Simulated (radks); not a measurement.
# Ionisation of Hg⁺: one atom, several choices of exchange strength α

An exercise on one series of results from a longer session: the logs are not shown, and one member is left open.

Program: radks (a radial shooting solver on a logarithmic mesh, Libxc functionals) version 1. Level of theory: Dirac Kohn-Sham, spin-unpolarised, spherical densities, finite nucleus. These are calculated values, not measurements, unless marked.

**Starting point**

```
element       : mercury (Z = 80)
charge        : +1
electrons     : 79
configuration : [Xe] 4f14 5d10 6s1
ion           : Hg²⁺, [Xe] 4f14 5d10
choices       : α = 0.58; α = 0.587; α = 0.667; α = 0.691; α = 0.708; α = 0.991
```

Outer shells as boxes (Hund's rule):

Hg⁺
```
[Xe] core
4f [↑↓][↑↓][↑↓][↑↓][↑↓][↑↓][↑↓]
5d [↑↓][↑↓][↑↓][↑↓][↑↓]
6s [↑ ]
```

Hg²⁺
```
[Xe] core
4f [↑↓][↑↓][↑↓][↑↓][↑↓][↑↓][↑↓]
5d [↑↓][↑↓][↑↓][↑↓][↑↓]
```

The first run:

Input:

```text
Z 80
configuration [Xe] 4f14 5d10 6s1
relativity Dirac
functional xalpha 0.58
spin unpolarised
j_filling energy
nucleus finite rms 5.4648 fm
c 137.035999084
```

Among the steps run: α = 0.58: Hg⁺.

One table of the session follows, with a row left open; its other results are not shown here.

It belongs to the step «α = 0.58: Hg⁺». Radial moments (bohr):

```
level     <r>  outermost maximum (interpolated)  90 % within  nodes
5s1/2  0.9048                             0.830         1.29      4
4f5/2  0.4825                             0.365        0.773      0
4f7/2       ?                                 ?            ?      ?
5p1/2  0.9751                             0.875         1.41      3
5p3/2   1.074                             0.955         1.56      3
5d3/2   1.467                              1.15         2.28      2
5d5/2   1.534                              1.19         2.40      2
6s1/2   2.573                              2.18         3.80      5
```

Estimate the missing values for 4f7/2.

As computed: <r>: 0.4893; outermost maximum (interpolated): 0.370; 90 % within: 0.784; nodes: 0. In the column «<r>» it lies between 4f5/2 (0.4825) and 5s1/2 (0.9048).

Limits of these values: Spin polarisation and multiplet splitting are left out, so open shells lie too high by an amount that depends on their filling.
